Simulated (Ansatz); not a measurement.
Crystal: RuS.

```
Ru S
1.0
     0.00000    2.76430    2.76430
     2.76430    0.00000    2.76430
     2.76430    2.76430    0.00000
Ru S
1 1
Direct
  0.00000 0.00000 0.00000
  0.25000 0.25000 0.25000
```

The cell comes from a database or a generator and needn't be the stable form of this composition.

Alike in all runs: program Ansatz 0.2.0; functional PBEsol; potentials or basis Ansatz PAW; cutoff 420 eV (not typed: the program's choice for these potentials); k mesh 6 × 6 × 6; occupations gaussian, width 0.05 eV; hubbard terms Ru d U = 2 eV.

Starts and where they ended:

```tsv
start	free energy over the lowest (meV/atom)	net moment (μB)	site or absolute moments (μB)	gap
collinear spin, random start of up to 0.57 μB	0.0	0.60	Ru +0.52; S -0.03	none (metal or under the smearing width)
collinear spin, ferromagnetic start of up to 2 μB; fixed moment 2	199.2	2.00	Ru +1.43; S +0.07	-
collinear spin, program default start	0.0	0.60	Ru +0.52; S -0.03	none (metal or under the smearing width)
```

Runs with fixed or held moments lie higher by the price of the constraint. A still lower state may exist.

Caveats: the magnetic or orbital state may not be the lowest; the cell is far from rest, so the order of the states can change on relaxing; the total moment is fixed, so each spin has its own Fermi level (some runs).
